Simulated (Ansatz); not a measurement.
# SnHClOF2 (SMILES [OH][Sn]([F])([F])[Cl]) at CCSD/def2-SVP (core potential)

What is the vertical singlet–triplet gap of SnHClOF2 at CCSD/def2-SVP (core potential)? 

The results are computed with Ansatz 0.2.0.

119 further runs of the same task are left out: 1 that didn't finish, 118 set aside as unsound or not needed. Runs told in other sessions of the task aren't counted.

**1. The molecule**

SnHClOF2: 6 atoms, total charge 0, spin state singlet. As SMILES, `[OH][Sn]([F])([F])[Cl]`. The shape is that of a PBE0-D4/def2-TZVP optimisation. This is one conformer, not always the lowest.

Bond lengths: O1–Sn2 1.922 Å, Sn2–F3 1.884 Å, Sn2–F4 1.892 Å, Sn2–Cl5 2.279 Å, O1–H6 0.962 Å. Angles: O1–Sn2–F3 106.5°, O1–Sn2–F4 110.4°, O1–Sn2–Cl5 114.9°, F3–Sn2–F4 106.2°, F3–Sn2–Cl5 110.3°, F4–Sn2–Cl5 108.2°, Sn2–O1–H6 113.6°.

**2. The energy at CCSD/def2-SVP (core potential)**

Contents of in.yaml:

```yaml
crystal:
  periodic: [false, false, false]
  atoms:
    - {symbol: O, position_ang: [-0.464000, 0.283900, 1.476300]}
    - {symbol: Sn, position_ang: [0.252400, -0.175700, -0.247500]}
    - {symbol: F, position_ang: [1.982500, -0.856500, 0.056700]}
    - {symbol: F, position_ang: [-0.743300, -1.587100, -1.019700]}
    - {symbol: Cl, position_ang: [0.329400, 1.540600, -1.744400]}
    - {symbol: H, position_ang: [-1.315000, 0.730600, 1.432500]}
basis:
  gaussian: {orbitals: def2-SVP}
correlation: {method: ccsd, frozen_orbitals: {Cl: 5, F: 1, H: 0, O: 1, Sn: 4}}
accuracy: high
scf: {omitted_lower_state_checks: [cluster_reference, increment]}
```

The run is started by

```
$ ansatz run in.yaml --threads 1 --pin off --max-ram 3480MiB --events-out events.jsonl --progress --plain --runs-dir runs
```

The program printed (excerpt; [...] marks lines left out):

```text
Warning: RAYON_NUM_THREADS=1 ignored (pool sized by the plan → 1); use --threads N
Functional definition: HF
  name "HF"
[...]
1947 factors; integrals over basis functions are off by at most 3.3e-9 eV
[...]
mean field -25766.47844616 eV, -946.9006177502 hartree, gradient 1.9e-8 eV, S^2 0.000000; 0 other end points of the search recorded, 0 dependent functions left out
12 core orbitals not correlated: weight in the atoms' cores, before any rotation towards them, 1.000 or more for the frozen orbitals, at most 0.000 for the correlated occupied ones
reference -25766.47844616 eV, -946.9006177502 hartree; 21, 21 occupied and 58, 58 virtual orbitals, 1947 factors
second order -21.83480184 eV of doubles, -0.00000000 eV of singles
cycle   1  -21.72281164 eV  change    1.1e-1 eV  update   1.1e-1
[...]
cycle  22  -22.30814195 eV  change    2.3e-9 eV  update   1.7e-9
Total energy: -25788.78658812 eV, -947.7204268459 hartree
Checks for a lower state left out: cluster_reference, increment
```

It took 32 s on 1 thread of Arm Neoverse V2, shared host; peak memory 0.56 GiB.

**3. The triplet, same level**

in.yaml, as its differences from that of step 2:

```diff
@@ -11,4 +11,6 @@
   gaussian: {orbitals: def2-SVP}
+accuracy: high
 correlation: {method: ccsd, frozen_orbitals: {Cl: 5, F: 1, H: 0, O: 1, Sn: 4}}
-accuracy: high
+magnetization: {spin_polarized: true, initial_magnetization: 2}
+total_charge: 0
 scf: {omitted_lower_state_checks: [cluster_reference, increment]}
```

The run is started by

```
$ ansatz run in.yaml --threads 1 --pin off --max-ram 3480MiB --events-out events.jsonl --progress --plain --runs-dir runs
```

The program printed (excerpt; [...] marks lines left out):

```text
Warning: RAYON_NUM_THREADS=1 ignored (pool sized by the plan → 1); use --threads N
[... 2 set-up lines as earlier in the session ...]
[...]
1947 factors; integrals over basis functions are off by at most 3.3e-9 eV
[...]
mean field -25761.20573214 eV, -946.7068490836 hartree, gradient 6.6e-8 eV, S^2 2.014702; 17 other end points of the search recorded, 0 dependent functions left out
12 core orbitals not correlated: weight in the atoms' cores, before any rotation towards them, 1.000 or more for the frozen orbitals, at most 0.000 for the correlated occupied ones
reference -25761.20573214 eV, -946.7068490836 hartree; 22, 20 occupied and 57, 59 virtual orbitals, 1947 factors
second order -20.65840270 eV of doubles, -0.00000000 eV of singles
cycle   1  -20.85457969 eV  change   -2.0e-1 eV  update   1.2e-1
[...]
cycle  52  -21.45573116 eV  change    1.9e-9 eV  update   2.9e-9
Total energy: -25782.66146329 eV, -947.4953326604 hartree
Checks for a lower state left out: cluster_reference, increment
```

Run time: 4.8 min. Hardware: 1 thread of Arm Neoverse V2, shared host; peak memory 1.2 GiB.

**4. Summary of results**

Level: CCSD/def2-SVP (core potential), 12 core orbitals frozen.

| quantity | value |
| --- | --- |
| singlet: total energy | -947.72043 Eh |
| singlet: correlation energy (12 core orbitals frozen) | -819.8 mEh |
| singlet: T1 diagnostic | 0.012 |
| triplet: total energy | -947.49533 Eh |
| triplet: correlation energy (12 core orbitals frozen) | -788.5 mEh |
| triplet: ⟨S²⟩ of the reference determinant | 2.015 |
| triplet: T1 diagnostic | 0.021 |
| vertical energy of the triplet above the singlet | 6.125 eV |

**Reading.** At this shape the triplet lies 6.13 eV (141 kcal/mol) above the singlet.
